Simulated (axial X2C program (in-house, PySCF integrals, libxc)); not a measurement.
# Linear GaSH at several levels

An exercise on one series of results from a longer session: the logs are not shown, and one member is left open.

Program: an in-house X2C program for linear molecules on PySCF integrals. Level of theory: all-electron X2C, two-component (2c) or spin-free, Ga dyall-v3z, S dyall-av3z, H dyall-v3z. These are calculated values, not measurements.

All values are calculated.

1 further run of the same task is left out (set aside as unsound or not needed).

Set-up of the first run:

Contents of task.json:

```json
{"zs": [31, 16, 1], "q": 0, "bas": ["dyall-v3z", "dyall-av3z", "dyall-v3z"], "r0": [2.27, 1.34], "symm": 0, "scan": ["PBE0", "HF", "B3LYP"], "levels": ["PBE0", "HF", "r2SCAN"], "nst": 2}
```

Keys: zs atomic numbers; q charge; bas basis sets; r0 starting distance in Å; symm equal bonds; scan levels of the two-bond scan (MP2 follows by itself at each HF point); levels methods; nst determinants followed.

Started as:

```sh
$ python solin.py task.json out
```

Masses Ga 68.926, S 31.972, H 1.008 u.

Steps of the session up to this table: Scan at PBE0, 2c; Scan at HF, 2c; Scan at B3LYP, 2c.

One table of the session follows, with a row left open; its other results are not shown here.

```
           level  r(Ga–S) (Å)  r(S–H) (Å)  lower stretch (cm⁻¹)  upper stretch (cm⁻¹)
        PBE0, 2c        2.236       1.347                 355.1                2661.5
          HF, 2c        2.282       1.328                 332.9                2832.9
       B3LYP, 2c        2.262       1.348                 338.9                2620.8
         MP2, 2c        2.239       1.341                 359.0                2710.3
 PBE0, spin-free        2.235       1.347                 355.2                2662.2
   HF, spin-free            ?           ?                     ?                     ?
B3LYP, spin-free        2.262       1.348                 339.1                2621.5
  MP2, spin-free        2.238       1.341                 359.2                2711.1
```

Q: Estimate the row for HF, spin-free from the others.

As computed: r(Ga–S) (Å): 2.281; r(S–H) (Å): 1.327; lower stretch (cm⁻¹): 333.1; upper stretch (cm⁻¹): 2833.6. In the column «r(Ga–S) (Å)» it lies between B3LYP, spin-free (2.262) and HF, 2c (2.282).

Scans not shown above were run alike.

MP2 freezes inner shells (threshold -2 hartree). The molecule was held linear; bending was not examined, so a bent shape may lie lower.
